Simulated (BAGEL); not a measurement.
**PBE0/def2-SVP (density fitting with qzvpp-jkfit) run of CH5FGe (SMILES [CH3][GeH2][F])**

Aim: the energy change on altering one bond length of CH5FGe at PBE0/def2-SVP (density fitting with qzvpp-jkfit), from 2 runs. 

Program for the calculation: BAGEL 1.2.2.

1 further run of the same task is left out (it didn't finish).

### 1 The structure to begin with

CH5FGe has 8 atoms, charge 0, and is taken as a singlet. SMILES: `[CH3][GeH2][F]`. Geometry: relaxed at PBE0-D4/def2-TZVP.

Bond lengths: C1–Ge2 1.936 Å, Ge2–F3 1.748 Å, C1–H4 1.092 Å, C1–H5 1.090 Å, C1–H6 1.090 Å, Ge2–H7 1.538 Å, Ge2–H8 1.538 Å. Some angles: C1–Ge2–F3 106.4°, C1–Ge2–H7 113.5°, C1–Ge2–H8 113.5°, F3–Ge2–H7 105.5°, F3–Ge2–H8 105.5°, Ge2–C1–H4 110.2°, Ge2–C1–H5 109.9°, Ge2–C1–H6 109.9°, H7–Ge2–H8 111.6°, H4–C1–H5 108.8°.

### 2 A single-point energy at PBE0/def2-SVP (density fitting with qzvpp-jkfit)

Input file dft.json:

```json
{ "bagel": [

{
  "title": "molecule",
  "basis": "svp",
  "df_basis": "qzvpp-jkfit",
  "angstrom": true,
  "geometry": [
    { "atom": "C", "xyz": [   -0.598200,    0.789100,   -0.332100 ] },
    { "atom": "Ge", "xyz": [    0.468300,   -0.734500,    0.207400 ] },
    { "atom": "F", "xyz": [    1.437000,   -0.203900,    1.562200 ] },
    { "atom": "H", "xyz": [   -1.229500,    0.526100,   -1.183100 ] },
    { "atom": "H", "xyz": [    0.052600,    1.615500,   -0.619000 ] },
    { "atom": "H", "xyz": [   -1.235200,    1.108200,    0.493200 ] },
    { "atom": "H", "xyz": [    1.473200,   -1.188800,   -0.864100 ] },
    { "atom": "H", "xyz": [   -0.368100,   -1.911600,    0.735600 ] }
  ]
},
{ "title": "ks", "xc_func": "pbe0" },
{ "title": "print", "file": "orbitals.molden", "orbitals": true }

]}
```

Launch:

```console
$ BAGEL_NUM_THREADS=1 BAGEL dft.json > dft.out
```

Output:

```text
* using 1 threads per process

  ===============================================================
  ===============================================================

  *** Geometry ***

  { "atom" : "C", "xyz" : [     -1.130434,      1.491183,     -0.627578 ] },
  { "atom" : "Ge", "xyz" : [      0.884959,     -1.388004,      0.391929 ] },
  { "atom" : "F", "xyz" : [      2.715536,     -0.385315,      2.952130 ] },
  { "atom" : "H", "xyz" : [     -2.323418,      0.994185,     -2.235735 ] },
  { "atom" : "H", "xyz" : [      0.099400,      3.052853,     -1.169740 ] },
  { "atom" : "H", "xyz" : [     -2.334190,      2.094194,      0.932013 ] },
  { "atom" : "H", "xyz" : [      2.783945,     -2.246506,     -1.632912 ] },
  { "atom" : "H", "xyz" : [     -0.695608,     -3.612400,      1.390083 ] },

  Number of auxiliary basis functions:      508

  Since a DF basis is specified, we compute 2- and 3-index integrals:
    o Being stored without compression. Storage requirement is 0.029 GB

  Number of basis functions:       85
  Number of electrons      :       52

    * METHOD: MOLECULE                             0.22

  *** Kohn-Sham DFT ***

    * Removing 13229 points whose weight is below 1.00e-10
    * Grid points: 106019

  === Nuclear Repulsion ===
   212.2925571921

       - DIIS with orbital gradients will be used.

  === KS iteration (pbe0 / svp) ===
      0      -2140.16487279          0.08883279           0.35
      1      -1914.40936706          0.23679224           0.33
      2      -2094.01533759          0.10449257           0.33
      3      -2108.94143382          0.21327348           0.33
      4      -2113.31608168          0.19337029           0.35
      5      -2114.15854270          0.19098089           0.35
      6      -2114.50634915          0.18990951           0.34
      7      -2110.19287984          0.20206685           0.33
      8      -2135.85296791          0.12088928           0.33
      9      -2134.35528412          0.18856215           0.33
     10      -2153.11732468          0.32366802           0.33
     11      -2161.35732948          0.30557429           0.33
     12      -2135.28401486          0.25918771           0.33
     13      -2126.43780021          0.22492437           0.33
     14      -2136.16654595          0.12200795           0.33
     15      -2122.61053410          0.18422916           0.33
     16      -2135.43859623          0.20091387           0.33
     17      -2133.68013522          0.22246593           0.33
     18      -2135.51960394          0.25425123           0.33
     19      -2133.81236552          0.24578900           0.33
     20      -2135.46969603          0.12054987           0.33
     21      -2124.84814195          0.18584657           0.33
     22      -2132.18770179          0.18475202           0.33
     23      -2133.37082360          0.20804096           0.33
     24      -2137.06431119          0.26806157           0.33
     25      -2138.06353289          0.27492622           0.33
     26      -2135.34138008          0.12051342           0.33
     27      -2163.79792819          0.30663872           0.33
     28      -2136.36491886          0.23980488           0.33
     29      -2124.60168396          0.18484064           0.35
     30      -2132.91793005          0.18863437           0.35
     31      -2171.41811621          0.30346828           0.34
     32      -2136.58417220          0.12637222           0.35
     33      -2208.54054279          0.08423644           0.35
     34      -2146.10736588          0.18553210           0.36
     35      -2165.20677489          0.31100360           0.37
     36      -2212.74473520          0.13135025           0.37
     37      -2214.94159272          0.08320064           0.36
     38      -2215.64172942          0.05779612           0.35
     39      -2217.10866181          0.01375883           0.36
     40      -2217.19774805          0.00586759           0.34
     41      -2217.21225125          0.00161374           0.32
     42      -2217.21338176          0.00017471           0.34
     43      -2217.21339515          0.00003246           0.36
     44      -2217.21339550          0.00001880           0.35
     45      -2217.21339564          0.00000235           0.33
     46      -2217.21339564          0.00000036           0.34
     47      -2217.21339564          0.00000013           0.35
     48      -2217.21339564          0.00000004           0.35
     49      -2217.21339564          0.00000002           0.35
     50      -2217.21339564          0.00000001           0.34
    * SCF iteration converged.

    * Permanent dipole moment:
           (    0.637000,    -0.009901,     0.728679) a.u.

    * METHOD: KS                                  17.80

    * METHOD: PRINT                                0.01

  ===============================================================
```

It took 18 s on 1 thread of Arm Neoverse V2, shared host; peak memory 0.45 GiB.

### 3 The distorted shape

Input file input.json:

```json
{ "bagel": [

{
  "title": "molecule",
  "basis": "svp",
  "df_basis": "qzvpp-jkfit",
  "angstrom": "true",
  "geometry": [
    { "atom": "C", "xyz": [   -1.451394,    2.007972,   -0.763697 ] },
    { "atom": "Ge", "xyz": [    0.468300,   -0.734500,    0.207400 ] },
    { "atom": "F", "xyz": [    1.437000,   -0.203900,    1.562200 ] },
    { "atom": "H", "xyz": [   -2.082694,    1.744972,   -1.614697 ] },
    { "atom": "H", "xyz": [   -0.800594,    2.834372,   -1.050597 ] },
    { "atom": "H", "xyz": [   -2.088394,    2.327072,    0.061603 ] },
    { "atom": "H", "xyz": [    1.473200,   -1.188800,   -0.864100 ] },
    { "atom": "H", "xyz": [   -0.368100,   -1.911600,    0.735600 ] }
  ]
},
{
  "title": "ks",
  "xc_func": "pbe0"
},
{
  "title": "print",
  "file": "orbitals.molden",
  "orbitals": "true"
}

]}
```

Launch:

```console
$ BAGEL_NUM_THREADS=1 BAGEL input.json > input.out
```

Output:

```text
* using 1 threads per process

  ===============================================================
  ===============================================================

  *** Geometry ***

  { "atom" : "C", "xyz" : [     -2.742737,      3.794517,     -1.443178 ] },
  { "atom" : "Ge", "xyz" : [      0.884959,     -1.388004,      0.391929 ] },
  { "atom" : "F", "xyz" : [      2.715536,     -0.385315,      2.952130 ] },
  { "atom" : "H", "xyz" : [     -3.935721,      3.297519,     -3.051335 ] },
  { "atom" : "H", "xyz" : [     -1.512903,      5.356187,     -1.985341 ] },
  { "atom" : "H", "xyz" : [     -3.946493,      4.397529,      0.116413 ] },
  { "atom" : "H", "xyz" : [      2.783945,     -2.246506,     -1.632912 ] },
  { "atom" : "H", "xyz" : [     -0.695608,     -3.612400,      1.390083 ] },

  Number of auxiliary basis functions:      508

  Since a DF basis is specified, we compute 2- and 3-index integrals:
    o Being stored without compression. Storage requirement is 0.029 GB

  Number of basis functions:       85
  Number of electrons      :       52

    * METHOD: MOLECULE                             0.21

  *** Kohn-Sham DFT ***

    * Removing 11206 points whose weight is below 1.00e-10
    * Grid points: 108042

  === Nuclear Repulsion ===
   176.3081352962

       - DIIS with orbital gradients will be used.

  === KS iteration (pbe0 / svp) ===
      0      -2134.13376422          0.08397710           0.35
      1      -1863.89300570          0.18267044           0.34
      2      -2084.26688770          0.10158343           0.33
      3      -2111.30977602          0.15446386           0.34
      4      -2203.15954319          0.08927825           0.34
      5      -2140.67343125          0.17613364           0.35
      6      -2144.07401878          0.29310620           0.34
      7      -2132.45772078          0.18550979           0.34
      8      -2166.64282665          0.18414496           0.34
      9      -2198.35599451          0.07022643           0.35
     10      -2170.72780383          0.11444960           0.35
     11      -2207.60198105          0.06026293           0.35
     12      -2216.08779970          0.04335336           0.35
     13      -2216.88037907          0.02137535           0.35
     14      -2216.77825455          0.01884117           0.34
     15      -2216.58426642          0.02450711           0.35
     16      -2217.06305308          0.00199963           0.35
     17      -2217.06547596          0.00070848           0.34
     18      -2217.06580966          0.00012586           0.36
     19      -2217.06581770          0.00008092           0.36
     20      -2217.06582055          0.00003623           0.34
     21      -2217.06582109          0.00001576           0.34
     22      -2217.06582125          0.00000217           0.34
     23      -2217.06582125          0.00000041           0.34
     24      -2217.06582125          0.00000018           0.33
     25      -2217.06582125          0.00000008           0.33
     26      -2217.06582125          0.00000003           0.33
     27      -2217.06582125          0.00000001           0.34
     28      -2217.06582125          0.00000000           0.34
    * SCF iteration converged.

    * Permanent dipole moment:
           (    0.443111,     0.245459,     0.620993) a.u.

    * METHOD: KS                                  10.40

    * METHOD: PRINT                                0.01

  ===============================================================
```

It took 11 s on 1 thread of Arm Neoverse V2, shared host; peak memory 0.46 GiB.

### 4 Results

Level: PBE0/def2-SVP (density fitting with qzvpp-jkfit).

| quantity | value |
| --- | --- |
| first shape: total energy | -2217.21340 Eh |
| first shape: dipole moment | 2.46 D |
| first shape: HOMO energy | -9.01 eV |
| first shape: LUMO energy | 0.66 eV |
| first shape: HOMO–LUMO gap | 9.67 eV |
| distorted shape: total energy | -2217.06582 Eh |
| distorted shape: dipole moment | 2.04 D |
| distorted shape: HOMO energy | -6.43 eV |
| distorted shape: LUMO energy | -3.33 eV |
| distorted shape: HOMO–LUMO gap | 3.10 eV |
| energy change with the C1–Ge2 bond stretched from 1.936 to 3.486 Å | 4.016 eV |

What this shows: One bond (distorted shape) is far stretched, which a spin-restricted single reference describes badly; a broken-symmetry solution may lie lower. With the C1–Ge2 bond stretched from 1.936 to 3.486 Å the energy rises by 4.02 eV (387 kJ/mol). The first shape isn't relaxed at this level, so the change isn't measured from a minimum. A restricted reference can't describe the breaking bond well at this length.
